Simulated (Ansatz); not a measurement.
**GaSiH5SO2: basis-set convergence**

How large a basis does GaSiH5SO2 need? Two functionals are run in growing sets.

Computed with Ansatz 0.2.0, Gaussian basis. Level: one geometry, several basis sets.

The runs, in order: PBE0-D4/def2-SVP; ωB97M-V/def2-SVP; PBE0-D4/def2-QZVPP; ωB97M-V/def2-QZVPP; the functionals' def2-TZVPP values are taken from earlier runs.

### 1 Structure used throughout

All runs share one geometry, relaxed beforehand with PBE0-D4 in a triple-zeta def2 set.

SMILES `[OH][Ga]([SH])[O][SiH3]`, 10 atoms, charge 0, spin multiplicity 1.

Atoms are counted from 1 here; the program's logs count them from 0.

Bond lengths: O1–Ga2 1.774 Å, O1–H6 0.961 Å, Ga2–S3 2.172 Å, Ga2–O4 1.779 Å, S3–H7 1.345 Å, O4–Si5 1.632 Å, Si5–H8 1.486 Å, Si5–H9 1.495 Å, Si5–H10 1.486 Å. Angles: Ga2–O1–H6 113.3°, O1–Ga2–S3 121.0°, O1–Ga2–O4 119.8°, S3–Ga2–O4 119.3°, Ga2–S3–H7 91.6°, Ga2–O4–Si5 136.6°, O4–Si5–H8 110.1°, O4–Si5–H9 110.7°, O4–Si5–H10 110.1°, H8–Si5–H9 108.3°, H8–Si5–H10 109.2°, H9–Si5–H10 108.3°.

### 2 PBE0-D4 in def2-SVP

Contents of in.yaml:

```yaml
crystal:
  periodic: [false, false, false]
  atoms:
    - {symbol: O, position_ang: [-1.960950, 0.121119, 1.348527]}
    - {symbol: Ga, position_ang: [-0.425090, -0.720135, 1.063822]}
    - {symbol: S, position_ang: [0.188732, -2.380891, 2.321737]}
    - {symbol: O, position_ang: [0.632160, -0.200944, -0.269937]}
    - {symbol: Si, position_ang: [0.600597, 0.946137, -1.429829]}
    - {symbol: H, position_ang: [-2.123172, 0.837180, 0.729130]}
    - {symbol: H, position_ang: [1.328200, -2.536308, 1.625201]}
    - {symbol: H, position_ang: [1.765295, 1.856924, -1.280516]}
    - {symbol: H, position_ang: [-0.648156, 1.761903, -1.333668]}
    - {symbol: H, position_ang: [0.642385, 0.315014, -2.774467]}
basis:
  gaussian: {orbitals: def2-SVP}
hamiltonian: {xc: pbe0, dispersion: d4}
output: {orbitals: {seedname: orbitals}}
```

The run is started by

```sh
> ansatz run in.yaml --threads 4 --pin off --events-out ev --progress --plain --max-ram 10444MiB
```

After this run come: ωB97M-V in def2-SVP; PBE0-D4 in def2-QZVPP; ωB97M-V in def2-QZVPP.

Before running them: what should the planned runs give, taken together? Wanted: PBE0-D4: double and triple zeta above quadruple; ωB97M-V: double and triple zeta above quadruple.

**Answer**, as computed:

| quantity | value |
| --- | --- |
| PBE0-D4: double and triple zeta above quadruple | 20.67, 2.05 eV |
| ωB97M-V: double and triple zeta above quadruple | 20.64, 1.96 eV |

In words: PBE0-D4 gains 18.62 eV from double to triple zeta, then 2.05 eV more. Total energies overstate the basis error of differences, where much of it tends to cancel. The LUMO of ωB97M-V is positive and keeps falling with the basis (0.98 to 0.36 eV): an unbound level that the basis holds in place.
